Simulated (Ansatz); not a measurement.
# InO5: the cost of one run

Method: DFT PBE, scalar-relativistic, plane waves, PAW, in Ansatz 0.2.0.

## (1) The starting structure

The structure is hexagonal, space group P-62m (No. 189). The conventional cell has a = 4.907 Å, b = 4.907 Å, c = 4.529 Å, α = 90.00°, β = 90.00°, γ = 120.00°. In (site symmetry -62m) is surrounded by 12 O at 2.83 to 2.85 Å. Around O (site symmetry m2m) lie 10 O at 2.76 to 3.00 Å and 2 In at 2.85 Å. Around O (site symmetry -6) lie 9 O at 2.77 to 2.83 Å and 3 In at 2.83 Å.

Structure file:

```cif
data_structure
_symmetry_space_group_name_H-M 'P-62m'
_symmetry_Int_Tables_number 189
_cell_length_a 4.9066
_cell_length_b 4.9066
_cell_length_c 4.5292
_cell_angle_alpha 90.000
_cell_angle_beta 90.000
_cell_angle_gamma 120.000
_cell_volume 94.43
loop_
_atom_site_label
_atom_site_type_symbol
_atom_site_symmetry_multiplicity
_atom_site_Wyckoff_symbol
_atom_site_fract_x
_atom_site_fract_y
_atom_site_fract_z
_atom_site_occupancy
In1 In 1 b 0.00000 0.00000 0.50000 1
O1 O 3 f 0.64758 0.00000 0.00000 1
O2 O 2 d 0.66667 0.33333 0.50000 1
```

The cell is invented: species swapped into a database cell of CeMg5 (P-62m, No. 189), with In on the Ce sites and O on the Mg sites. The dimensions are guesses.

## (2) Probe: one point on a coarse mesh

Input file input.yaml:

```yaml
crystal:
  lattice:
    - [4.90662231, 0.0, 0.0]
    - [-2.45331115, 4.24925957, 0.0]
    - [0.0, 0.0, 4.52916829]
  atoms:
    - { symbol: In, position: [0.0, 0.0, 0.5] }
    - { symbol: O, position: [0.64758199, 0.0, 0.0] }
    - { symbol: O, position: [0.35241801, 0.35241801, 0.0] }
    - { symbol: O, position: [0.0, 0.64758199, 0.0] }
    - { symbol: O, position: [0.66666667, 0.33333333, 0.5] }
    - { symbol: O, position: [0.33333333, 0.66666667, 0.5] }
basis:
  ecutwfc: 420
kpoints:
  mp_grid: { grid: [6, 6, 4] }
hamiltonian:
  xc: pbe
scf:
  occupations: { method: gaussian, width: 0.1 }
  lower_state_search: "off"
output:
  forces: true
  stress: true
  eigenvalues: true
```

Command:

```console
$ ansatz run input.yaml --threads 1 --pin off --max-ram 2560MiB --backend cpu --events-out ev --progress --plain --runs-dir out
```

What time and memory should one allow on 1 thread of Arm Neoverse V2, shared host?

About 4.2 s, with a peak of 0.31 GiB.
